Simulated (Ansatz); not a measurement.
Crystal: CsLiCr2Te2S3.

```
Cs Li Cr Te S
1.0
     3.60358    0.00000    0.00000
    -1.80179    3.12079    0.00000
     0.00000    0.00000   19.06651
Cs Li Cr Te S
1 1 2 2 3
Direct
  0.00000 0.00000 0.37399
  0.66667 0.33333 0.01607
  0.00000 0.00000 0.86637
  0.33333 0.66667 0.16833
  0.33333 0.66667 0.53891
  0.66667 0.33333 0.77276
  0.00000 0.00000 0.10030
  0.33333 0.66667 0.92920
  0.66667 0.33333 0.23408
```

The cell was built by a generator and needn't be a form met in nature.

Base run:

- Program: Ansatz 0.2.0
- Functional: RPBE
- Potentials or basis: Ansatz PAW
- Cutoff: 420 eV (not typed: the program's choice for these potentials)
- k mesh: 9 × 9 × 2
- Occupations: fermi-dirac, width 0.05 eV
- Spin: collinear spin, ferromagnetic start
- Starting moments: [0.0, 0.0, 3.0, 3.0, 0.0, 0.0, 0.0, 0.0, 0.0] μB

Its results: band gap on the k mesh none (metal or under the smearing width); pressure 2.1 GPa; net moment 5.65 μB per cell; site moments Cs +0.00; Li -0.01; Cr +2.61, +2.76; Te -0.01, -0.16; S -0.05, -0.07 μB; largest force 0.137 eV/Å.

**Question.** The run is repeated on the same cell with these changes: functional from RPBE to PBE. What comes out?

**Answer.** Band gap on the k mesh none (metal or under the smearing width); pressure 0.0 GPa; net moment 5.64 μB per cell; site moments Cs +0.00; Li -0.01; Cr +2.58, +2.74; Te -0.01, -0.15; S -0.05, -0.06 μB; largest force 0.033 eV/Å.

PBE binds more tightly than RPBE, so the same cell stands under less pressure.

Caveats: spin-orbit coupling is left out, which moves the levels of the heavy elements; only a ferromagnetic start was run, and an antiferromagnetic order may lie lower in energy; the PAW data sets come from PBE, with cores solved anew for the run's functional, which leaves a small shift of forces and pressure (some runs).
